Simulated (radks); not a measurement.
**Valence configurations of Br⁺**

Aim: which of several valence configurations of Br⁺ lies lowest at this level, and whether it is the one NIST lists ([Ar] 3d10 4s2 4p4).

Program: radks (a radial shooting solver on a logarithmic mesh, Libxc functionals) version 1. Level of theory: Dirac Kohn-Sham, PBE, spin-unpolarised, spherical densities, finite nucleus; open shells fill j = l - 1/2 first. These are calculated values, not measurements, unless marked.

## 1. Starting point

- element: bromine (Z = 35)
- charge: +1
- electrons: 34
- configuration: [Ar] 3d10 4s2 4p4
- nuclear rms radius: 4.1629 fm
- others tried: 3d10 4s1.5 4p4.5; 3d9.5 4s1.5 4p5; 3d9 4s2 4p5; 3d10 4s1 4p5; 3d9 4s1 4p6; 3d8 4s2 4p6; 3d10 4s0.5 4p5.5; 3d10 4p6; 3d9.5 4s2 4p4.5

## 2. [Ar] 3d10 4s2 4p4

Settings of this run:

```text
Z 35
configuration [Ar] 3d10 4s2 4p4
relativity Dirac
functional pbe,pbe
spin unpolarised
j_filling energy
nucleus finite rms 4.1629 fm
c 137.035999084
```

Started as:

```
$ python run_ks.py task.json out
```

The same process makes all the runs of this session.

## 3. [Ar] 3d10 4s1.5 4p4.5

Settings, as their differences from step 2:

```diff
@@ -1,3 +1,3 @@
 Z 35
-configuration [Ar] 3d10 4s2 4p4
+configuration [Ar] 3d10 4s1.5 4p4.5
 relativity Dirac
```

## 4. [Ar] 3d9.5 4s1.5 4p5

Settings, as their differences from step 3:

```diff
@@ -1,3 +1,3 @@
 Z 35
-configuration [Ar] 3d10 4s1.5 4p4.5
+configuration [Ar] 3d9.5 4s1.5 4p5
 relativity Dirac
```

## 5. [Ar] 3d9 4s2 4p5

Settings, as their differences from step 4:

```diff
@@ -1,3 +1,3 @@
 Z 35
-configuration [Ar] 3d9.5 4s1.5 4p5
+configuration [Ar] 3d9 4s2 4p5
 relativity Dirac
```

## 6. [Ar] 3d10 4s1 4p5

Settings, as their differences from step 5:

```diff
@@ -1,3 +1,3 @@
 Z 35
-configuration [Ar] 3d9 4s2 4p5
+configuration [Ar] 3d10 4s1 4p5
 relativity Dirac
```

## 7. [Ar] 3d9 4s1 4p6

Settings, as their differences from step 6:

```diff
@@ -1,3 +1,3 @@
 Z 35
-configuration [Ar] 3d10 4s1 4p5
+configuration [Ar] 3d9 4s1 4p6
 relativity Dirac
```

## 8. [Ar] 3d8 4s2 4p6

Settings, as their differences from step 7:

```diff
@@ -1,3 +1,3 @@
 Z 35
-configuration [Ar] 3d9 4s1 4p6
+configuration [Ar] 3d8 4s2 4p6
 relativity Dirac
```

## 9. [Ar] 3d10 4s0.5 4p5.5

Settings, as their differences from step 8:

```diff
@@ -1,3 +1,3 @@
 Z 35
-configuration [Ar] 3d8 4s2 4p6
+configuration [Ar] 3d10 4s0.5 4p5.5
 relativity Dirac
```

## 10. [Ar] 3d10 4p6

Settings, as their differences from step 9:

```diff
@@ -1,3 +1,3 @@
 Z 35
-configuration [Ar] 3d10 4s0.5 4p5.5
+configuration [Ar] 3d10 4p6
 relativity Dirac
```

## 11. [Ar] 3d9.5 4s2 4p4.5

Settings, as their differences from step 10:

```diff
@@ -1,3 +1,3 @@
 Z 35
-configuration [Ar] 3d10 4p6
+configuration [Ar] 3d9.5 4s2 4p4.5
 relativity Dirac
```

**Question.** What will these runs give? Wanted: for each run, valence; E − E(NIST configuration); highest level; its energy; 1s shift.

As calculated:

| valence | E − E(NIST configuration) (eV) | highest level | its energy (eV) | 1s shift (eV) |
| --- | --- | --- | --- | --- |
| 3d10 4s2 4p4 | 0.000 | 4p3/2 | -17.233 | +0.00 |
| 3d10 4s1.5 4p4.5 | 6.567 | 4p3/2 | -17.577 | -0.85 |
| 3d10 4s1 4p5 | 13.177 | 4p3/2 | -17.912 | -1.69 |
| 3d10 4s0.5 4p5.5 | 19.829 | 4p3/2 | -18.239 | -2.52 |
| 3d10 4p6 | 26.521 | 4p3/2 | -18.559 | -3.33 |
| 3d9.5 4s2 4p4.5 | 31.409 | 4p3/2 | -18.156 | -7.72 |
| 3d9.5 4s1.5 4p5 | 38.209 | 4p3/2 | -18.487 | -8.54 |
| 3d9 4s2 4p5 | 65.572 | 4p3/2 | -19.070 | -15.64 |
| 3d9 4s1 4p6 | 79.659 | 4p3/2 | -19.704 | -17.22 |
| 3d8 4s2 4p6 | 142.41 | 4p3/2 | -20.878 | -32.09 |

What this shows: Theory agrees with NIST among these: the next, 3d10 4s1.5 4p4.5, lies 6.567 eV higher. The energies are those of spherical spin-averaged densities, not of single terms. The 1s eigenvalue shifts by up to 32.09 eV as the valence charge is rearranged.
